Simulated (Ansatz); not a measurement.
# CH9AlSi2: the cost of one run

The runs use Ansatz 0.2.0, Gaussian basis; functionals in def2-TZVPP, the program's frozen cores in correlated methods.

Levels to be run: PBE-D4, r2SCAN-D4, PBE0-D4, B3LYP-D4, ωB97X-V, ωB97M-V, B2PLYP; CCSD(T)/def2-TZVPP; MP2/def2-QZVPP; extrapolation to the limit.

## 1. The relaxed structure

All runs share one geometry, relaxed beforehand with PBE0-D4 in a triple-zeta def2 set.

SMILES `C[SiH2][SiH2][AlH2]`, 13 atoms, charge 0, spin multiplicity 1.

Atoms are counted from 1 here; the program's logs count them from 0.

Bond lengths: C1–Si2 1.877 Å, C1–H5 1.092 Å, C1–H6 1.092 Å, C1–H7 1.092 Å, Si2–Si3 2.345 Å, Si2–H8 1.492 Å, Si2–H9 1.491 Å, Si3–Al4 2.445 Å, Si3–H10 1.495 Å, Si3–H11 1.492 Å, Al4–H12 1.589 Å, Al4–H13 1.591 Å. Angles: Si2–C1–H5 110.6°, Si2–C1–H6 110.8°, Si2–C1–H7 111.1°, H5–C1–H6 108.2°, H5–C1–H7 107.9°, H6–C1–H7 108.2°, C1–Si2–Si3 110.6°, C1–Si2–H8 109.8°, C1–Si2–H9 110.1°, Si3–Si2–H8 108.7°, Si3–Si2–H9 110.4°, H8–Si2–H9 107.2°, Si2–Si3–Al4 109.5°, Si2–Si3–H10 107.1°, Si2–Si3–H11 109.5°, Al4–Si3–H10 110.3°, Al4–Si3–H11 112.8°, H10–Si3–H11 107.5° and more.

Coordinates:

```xyz
13
CH9AlSi2
C    -1.86474   -0.17597    0.83050
Si   -0.39383   -1.27095    0.42848
Si    1.55271    0.01563    0.19109
Al    1.29252    1.55016   -1.69443
H    -1.70137    0.35729    1.76957
H    -2.77479   -0.77172    0.93061
H    -2.02829    0.56689    0.04643
H    -0.64212   -2.00178   -0.84878
H    -0.21252   -2.29699    1.49451
H     1.73018    0.78257    1.46239
H     2.73080   -0.88781    0.04361
H     2.10890    1.37470   -3.04603
H     0.22295    2.72329   -1.59324
```

## 2. PBE-D4 (GGA)

The input, in.yaml:

```yaml
crystal:
  periodic: [false, false, false]
  atoms:
    - {symbol: C, position_ang: [-1.864737, -0.175970, 0.830499]}
    - {symbol: Si, position_ang: [-0.393832, -1.270953, 0.428483]}
    - {symbol: Si, position_ang: [1.552706, 0.015632, 0.191092]}
    - {symbol: Al, position_ang: [1.292516, 1.550162, -1.694431]}
    - {symbol: H, position_ang: [-1.701368, 0.357292, 1.769565]}
    - {symbol: H, position_ang: [-2.774790, -0.771717, 0.930605]}
    - {symbol: H, position_ang: [-2.028290, 0.566886, 0.046432]}
    - {symbol: H, position_ang: [-0.642119, -2.001782, -0.848778]}
    - {symbol: H, position_ang: [-0.212515, -2.296995, 1.494506]}
    - {symbol: H, position_ang: [1.730184, 0.782567, 1.462389]}
    - {symbol: H, position_ang: [2.730796, -0.887809, 0.043614]}
    - {symbol: H, position_ang: [2.108900, 1.374699, -3.046035]}
    - {symbol: H, position_ang: [0.222948, 2.723289, -1.593242]}
basis:
  gaussian: {orbitals: def2-TZVPP}
hamiltonian: {xc: pbe, dispersion: d4}
output: {forces: true, orbitals: {seedname: orbitals}}
```

Launch:

```console
$ ansatz run in.yaml --threads 4 --pin off --events-out ev --progress --plain --max-ram 10444MiB
```

**Question.** How long does this run take on 4 threads of Arm Neoverse V1, shared host, and how much memory does it need?

About 3.1 s, with a peak of 0.41 GiB.
